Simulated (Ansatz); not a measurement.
This script for a rigid scan of one bond length of BrGeH3SeSi, SMILES Br[SiH]1[GeH2][Se]1 with Ansatz 0.2.0 through its Python package holds a mistake.

The script, `scan_brgeh3sesi.py`:
```python
"""Potential curve of BrGeH3SeSi along one bond."""

import ansatz as az
import numpy as np

system = (
    az.Crystal.molecule()
    .atom("Br", (-2.4176, -1.185, 0.7093))
    .atom("Si", (-1.0221, 0.1819, -0.4146))
    .atom("Ge", (1.0722, 0.0554, 0.4241))
    .atom("Se", (0.5727, -0.9958, -1.6133))
    .atom("H", (-1.4083, 1.4785, -0.9939))
    .atom("H", (1.2696, -0.9295, 1.6102))
    .atom("H", (1.9947, 1.3265, 0.2325))
)

symbols = [site.symbol for site in system.cartesian_sites]
start = np.array([site.position_ang for site in system.cartesian_sites])
axis = (start[4] - start[1]) / np.linalg.norm(start[4] - start[1])
moving = [4]
lengths, energies = [1.25, 1.35, 1.47, 1.62, 1.84, 2.21, 2.65, 3.24], []
for length in lengths:
    xyz = start.copy()
    xyz[moving] += (length - np.linalg.norm(start[4] - start[1])) * axis
    point = az.Crystal.molecule()
    for symbol, place in zip(symbols, xyz):
        point = point.atom(symbol, place.tolist())
    setup = point.calculation().basis("def2-SVP").correlation("mp2")
    rep = setup.run(threads=1).report
    energies.append(rep["free_energy_ev"])
    print(f"r = {length:6.3f} A  E = {energies[-1]:.5f} eV  <S^2> = {abs(rep['mean_field']['state']['spin_squared']):.3f}")

print("energy above the lowest point (eV):", [round(e - min(energies), 3) for e in energies])
```

```console
$ python scan_brgeh3sesi.py
Traceback (most recent call last):
  File "scan_brgeh3sesi.py", line 28, in <module>
    setup = point.calculation().basis("def2-SVP").correlation("mp2")
            ~~~~~~~~~~~~~~~~~~~~~~~~~^^^^^^^^^^^^
  ...
ansatz.errors.InputError: .basis: cutoff (an energy: a number in eV, or e.g. 30 * az.Ry) is a number, got 'def2-SVP'
```
(Library frames cut from the traceback.)

What is wrong, and how is it mended?

The fault: the basis name must go under gaussian=. The correction:

`scan_brgeh3sesi.py`:
```python
"""Potential curve of BrGeH3SeSi along one bond."""

import ansatz as az
import numpy as np

system = (
    az.Crystal.molecule()
    .atom("Br", (-2.4176, -1.185, 0.7093))
    .atom("Si", (-1.0221, 0.1819, -0.4146))
    .atom("Ge", (1.0722, 0.0554, 0.4241))
    .atom("Se", (0.5727, -0.9958, -1.6133))
    .atom("H", (-1.4083, 1.4785, -0.9939))
    .atom("H", (1.2696, -0.9295, 1.6102))
    .atom("H", (1.9947, 1.3265, 0.2325))
)

symbols = [site.symbol for site in system.cartesian_sites]
start = np.array([site.position_ang for site in system.cartesian_sites])
axis = (start[4] - start[1]) / np.linalg.norm(start[4] - start[1])
moving = [4]
lengths, energies = [1.25, 1.35, 1.47, 1.62, 1.84, 2.21, 2.65, 3.24], []
for length in lengths:
    xyz = start.copy()
    xyz[moving] += (length - np.linalg.norm(start[4] - start[1])) * axis
    point = az.Crystal.molecule()
    for symbol, place in zip(symbols, xyz):
        point = point.atom(symbol, place.tolist())
    setup = (
        point.calculation()
        .basis(gaussian="def2-SVP")
        .correlation("mp2")
    )
    rep = setup.run(threads=1).report
    energies.append(rep["free_energy_ev"])
    print(f"r = {length:6.3f} A  E = {energies[-1]:.5f} eV  <S^2> = {abs(rep['mean_field']['state']['spin_squared']):.3f}")

print("energy above the lowest point (eV):", [round(e - min(energies), 3) for e in energies])
```

After the fix:

Output of `python scan_brgeh3sesi.py`:
```text
r =  1.250 A  E = -199681.44863 eV  <S^2> = 0.000
r =  1.350 A  E = -199681.95388 eV  <S^2> = 0.000
r =  1.470 A  E = -199682.12988 eV  <S^2> = 0.000
r =  1.620 A  E = -199681.95657 eV  <S^2> = 0.000
r =  1.840 A  E = -199681.32998 eV  <S^2> = 0.000
r =  2.210 A  E = -199680.05850 eV  <S^2> = 0.000
r =  2.650 A  E = -199678.80733 eV  <S^2> = 0.000
r =  3.240 A  E = -199677.79307 eV  <S^2> = 0.000
energy above the lowest point (eV): [0.681, 0.176, 0.0, 0.173, 0.8, 2.071, 3.323, 4.337]
```

Reading the output:
- Total energies depend on the basis set; only differences at equal settings carry meaning.
- The rest of the molecule is held rigid at a force-field or estimated start geometry, and the basis set is modest; single-reference methods fail as a bond breaks.
- The orbitals are restricted, so S² is zero by construction.
- Toward dissociation an unrestricted state can lie under the restricted one, by tenths of an eV for polar bonds under a functional and by 1 to 2 eV or more for others.
- S² is that of the Hartree-Fock reference.
- Finished in 75 s on 1 thread of Arm Neoverse V1 (shared host), peak memory 0.53 GiB.
